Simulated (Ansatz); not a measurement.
**MgPd: from the listed structure to its properties**

One table from this session's results is given with a row withheld; the runs are named, their logs left out.

Method: DFT r2SCAN, scalar-relativistic, plane waves, PAW, in Ansatz 0.2.0.

**Starting point**

Symmetry: Pm-3m, No. 221, cubic system. The conventional cell has a = 3.160 Å, b = 3.160 Å, c = 3.160 Å, α = 90.00°, β = 90.00°, γ = 90.00°. Mg (site symmetry m-3m) is surrounded by 8 Pd at 2.74 Å. Pd (site symmetry m-3m) has 8 Mg at 2.74 Å as nearest neighbours.

Structure file:

```xyz
2
Lattice="3.1600 0.0000 0.0000 0.0000 3.1600 0.0000 0.0000 0.0000 3.1600" Properties=species:S:1:pos:R:3 pbc="T T T"
Mg    0.0000    0.0000    0.0000
Pd    1.5800    1.5800    1.5800
```

Source of the structure: the Crystallography Open Database.

The first run:

(A quick probe on a coarse mesh, which set the mesh and smearing, is not shown.)

input.yaml reads:

```yaml
crystal:
  lattice:
    - [3.16, 0.0, 0.0]
    - [0.0, 3.16, 0.0]
    - [0.0, 0.0, 3.16]
  atoms:
    - { symbol: Mg, position: [0.0, 0.0, 0.0] }
    - { symbol: Pd, position: [0.5, 0.5, 0.5] }
basis:
  ecutwfc: 500
kpoints:
  mp_grid: { grid: [14, 14, 14] }
hamiltonian:
  xc: r2scan
scf:
  occupations: { method: gaussian, width: 0.1 }
output:
  forces: true
  stress: true
  eigenvalues: true
relax:
  adjacent_minimum: "off"
  f_tol: 0.005
  max_steps: 80
  cell: { stress_tol: 0.05 }
```

Command:

```
$ ansatz run input.yaml --threads 1 --pin off --max-ram 2560MiB --backend cpu --events-out ev --progress --plain --runs-dir out
```

Steps of the session up to this table: Relaxing cell and atoms; Static run: bands, density of states and charges; The cell scaled to 0.97 of its volume; Volume × 1.03; Point at V/V0 = 0.94; Volume × 1.06.

One table of the session follows, with a row left open; its other results are not shown here.

It belongs to the step «Fit of the equation of state». 

```
volume (Å³/atom)  energy above the lowest point (meV/atom)  pressure (GPa)
          14.736                                      20.3            7.42
          15.207                                       4.7            3.39
          15.677                                       0.0            0.00
          16.147                                         ?               ?
          16.617                                      16.6           -5.28
```

Q: Estimate the row for volume (Å³/atom) = 16.147 from the others.

Worked estimate for «energy above the lowest point (meV/atom)». A straight line through the neighbours (15.677, 0.0) and (16.617, 16.6) gives 0.0 + (16.6 − 0.0) × (16.147 − 15.677) / (16.617 − 15.677) = 8.3; a parabola fitted to 3 rows on both sides gives 4.0.

As computed: energy above the lowest point (meV/atom): 4.5; pressure (GPa): -2.87. In «energy above the lowest point (meV/atom)» the line misses by +3.8 and the parabola by -0.5.

Caveats from the session: The start is a reported cell, which holds thermal expansion that this zero-temperature run lacks.
